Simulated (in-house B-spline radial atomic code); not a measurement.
**Si⁹⁺: density, ELF and screening along the radius**

Aim: the shell structure of Si⁹⁺ in the radial density, the electron localisation function and the screened nuclear charge, under several settings.

Program: in-house B-spline radial atomic code version 1. Level of theory: several methods, spin-polarised, as named in each step; spherical all-electron atom at the radial basis limit. These are calculated values, not measurements, unless marked.

## Step 1: Starting point

```
element       : silicon (Z = 14)
charge        : +9
electrons     : 5
configuration : [He] 2s2 2p1
nucleus       : point (non-relativistic runs) or finite (X2C runs)
```

Outer shells as boxes (Hund's rule):

[He] 2s2 2p1
```
[He] core
2s [↑↓]
2p [↑ ][  ][  ]
```

Where spins are not typed, each open shell is filled with up spins first.

## Step 2: OLYP, non-rel.

Settings of the run:

```ini
Z = 14
electrons = 5.0
configuration = [He] 2s2 2p1
hamiltonian = nr
method = optx,lyp
spin_polarised = True
```

The run is started by

```console
$ python run_scf.py task.json out
```

The settings of every run stand in task.json; they run in order.

## Step 3: BP86, non-rel.

Settings of the run:

```ini
Z = 14
electrons = 5.0
configuration = [He] 2s2 2p1
hamiltonian = nr
method = b88,p86
spin_polarised = True
```

## Step 4: LDA (VWN5), X2C

Settings of the run:

```ini
Z = 14
electrons = 5.0
configuration = [He] 2s2 2p1
hamiltonian = x2c
method = lda,vwn
spin_polarised = True
nucleus = fermi
rms_radius = 3.1224
mass_number = 28
atomic_mass = 27.97692653442
speed_of_light = 137.035999084
```

## Step 5: PBE, X2C

The settings differ from step 4 so:

```diff
@@ -4,3 +4,3 @@
 hamiltonian = x2c
-method = lda,vwn
+method = pbe,pbe
 spin_polarised = True
```

Q: How large is the system in each run, where do the shell borders lie, and what is the highest level?

As calculated:

| run | total energy (hartree) | highest level (eV) | radius holding 50 / 90 / 99 % (bohr) | radius at n = 0.001 (bohr) | ELF minima on the full grid (bohr) |
| --- | --- | --- | --- | --- | --- |
| OLYP, non-rel. | -238.6812 | -376.83 | 0.296 / 0.658 / 0.995 | 1.36 | 0.21 |
| BP86, non-rel. | -238.7112 | -376.52 | 0.295 / 0.658 / 0.990 | 1.35 | 0.21 |
| LDA (VWN5), X2C | -238.1378 | -376.48 | 0.294 / 0.659 / 0.992 | 1.35 | 0.21 |
| PBE, X2C | -239.1506 | -376.70 | 0.294 / 0.658 / 0.991 | 1.35 | 0.21 |

What this shows: In the first run ELF has 1 minimum on the grid, which marks the borders between shells. On the record's full grid the screened charge (r times the electrostatic potential) falls from 13.9 near the nucleus to 9.00 at 1.7 bohr; far out it tends to the net charge, 9. The grid is coarse (about 16 % a step), so the places of minima are rough. For X2C runs ELF uses the non-relativistic kinetic energy density, and the fields carry no picture-change correction.
